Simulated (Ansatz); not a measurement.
**H₂SeS₂ (SMILES SS[SeH]): one structure at several levels**

A test off equilibrium: a structure displaced at random from a GFN2-xTB minimum is computed at several levels, and each is set against CCSD(T).

Computed with Ansatz 0.2.0, Gaussian basis. Level: single points in def2-TZVPP.

Cores are frozen in the correlated methods. Filled d shells of the heavier atoms are correlated.

**1. Where the work starts**

SMILES `SS[SeH]`, 5 atoms, charge 0, spin multiplicity 1.

Atoms are counted from 1 here; the program's logs count them from 0.

Bond lengths: S1–S2 2.079 Å, S1–H4 1.366 Å, S2–Se3 2.166 Å, Se3–H5 1.382 Å. Angles: S2–S1–H4 97.6°, S1–S2–Se3 108.9°, S2–Se3–H5 97.4°.

Geometry (Å):

```mol
H2S2Se
  3D, bonds by distance, orders not assigned

  5  4  0  0  0  0  0  0  0  0999 V2000
   -1.7434   -0.1863    0.3854 S   0  0
    0.0827   -1.1573    0.1750 S   0  0
    1.6660    0.1843    0.7967 Se  0  0
   -1.8305    0.3094   -0.8844 H   0  0
    1.8550    0.8110   -0.4200 H   0  0
  1  2  8  0
  1  4  8  0
  2  3  8  0
  3  5  8  0
M  END
```

**2. CCSD(T)/def2-TZVPP**

File run/in.yaml:

```yaml
crystal:
  periodic: [false, false, false]
  atoms:
    - {symbol: S, position_ang: [-1.743400, -0.186300, 0.385400]}
    - {symbol: S, position_ang: [0.082700, -1.157300, 0.175000]}
    - {symbol: Se, position_ang: [1.666000, 0.184300, 0.796700]}
    - {symbol: H, position_ang: [-1.830500, 0.309400, -0.884400]}
    - {symbol: H, position_ang: [1.855000, 0.811000, -0.420000]}
basis:
  gaussian: {orbitals: def2-TZVPP}
correlation: {method: ccsd_t}
output: {forces: true}
```

The command line of these runs was not kept.

**3. PBE0-D4/def2-TZVPP**

run/in.yaml, as its differences from that of step 2:

```diff
@@ -10,3 +10,3 @@
   gaussian: {orbitals: def2-TZVPP}
-correlation: {method: ccsd_t}
-output: {forces: true}
+hamiltonian: {xc: pbe0, dispersion: d4}
+output: {forces: true, orbitals: {seedname: orbitals}}
```

**4. wB97M-V/def2-TZVPP**

run/in.yaml, as its differences from that of step 3:

```diff
@@ -10,3 +10,3 @@
   gaussian: {orbitals: def2-TZVPP}
-hamiltonian: {xc: pbe0, dispersion: d4}
-output: {forces: true, orbitals: {seedname: orbitals}}
+hamiltonian: {xc: {name: wB97M-V}}
+output: {forces: true}
```

**5. r2SCAN-D4/def2-TZVPP**

run/in.yaml, as its differences from that of step 4:

```diff
@@ -10,3 +10,3 @@
   gaussian: {orbitals: def2-TZVPP}
-hamiltonian: {xc: {name: wB97M-V}}
+hamiltonian: {xc: r2scan, dispersion: d4}
 output: {forces: true}
```

**6. PBE-D4/def2-TZVPP**

run/in.yaml, as its differences from that of step 5:

```diff
@@ -10,3 +10,3 @@
   gaussian: {orbitals: def2-TZVPP}
-hamiltonian: {xc: r2scan, dispersion: d4}
+hamiltonian: {xc: pbe, dispersion: d4}
 output: {forces: true}
```

**7. r2SCANh-D4/def2-TZVPP**

run/in.yaml, as its differences from that of step 6:

```diff
@@ -10,3 +10,3 @@
   gaussian: {orbitals: def2-TZVPP}
-hamiltonian: {xc: pbe, dispersion: d4}
+hamiltonian: {xc: {name: r2SCANh}, dispersion: d4}
 output: {forces: true}
```

**8. revPBE-D4/def2-TZVPP**

run/in.yaml, as its differences from that of step 7:

```diff
@@ -10,3 +10,3 @@
   gaussian: {orbitals: def2-TZVPP}
-hamiltonian: {xc: {name: r2SCANh}, dispersion: d4}
+hamiltonian: {xc: {name: revPBE}, dispersion: d4}
 output: {forces: true}
```

(Steps that only read results are left out.)

**Question.** What will these runs give? Wanted: energy less free atoms, CCSD(T)/def2-TZVPP; RMS force component; RMS force error; HOMO and LUMO, PBE0-D4; T1 diagnostic.

As calculated:

```
                                  quantity                                                                                                value
energy less free atoms, CCSD(T)/def2-TZVPP                                                                                       -1147.2 kJ/mol
                       RMS force component                                                                 0.884 to 1.041 eV/Å over the methods
                           RMS force error  PBE0-D4 0.175, wB97M-V 0.110, r2SCAN-D4 0.121, PBE-D4 0.230, r2SCANh-D4 0.138, revPBE-D4 0.244 eV/Å
                    HOMO and LUMO, PBE0-D4                                                                                   -7.23 and -1.59 eV
                             T1 diagnostic                                                                                                0.012
```

In words: Against CCSD(T) the functionals' energies less atoms differ by -115.7 to -62.7 kJ/mol, PBE-D4 by -115.7 kJ/mol. CCSD(T) in triple zeta still lacks some correlation energy of the bonds, so part of these gaps is its own basis error and they don't rank the functionals. For forces wB97M-V does best and revPBE-D4 worst. Frozen-core CCSD(T) forces in triple zeta carry basis errors of their own, and this is one geometry, so small gaps rank nothing.
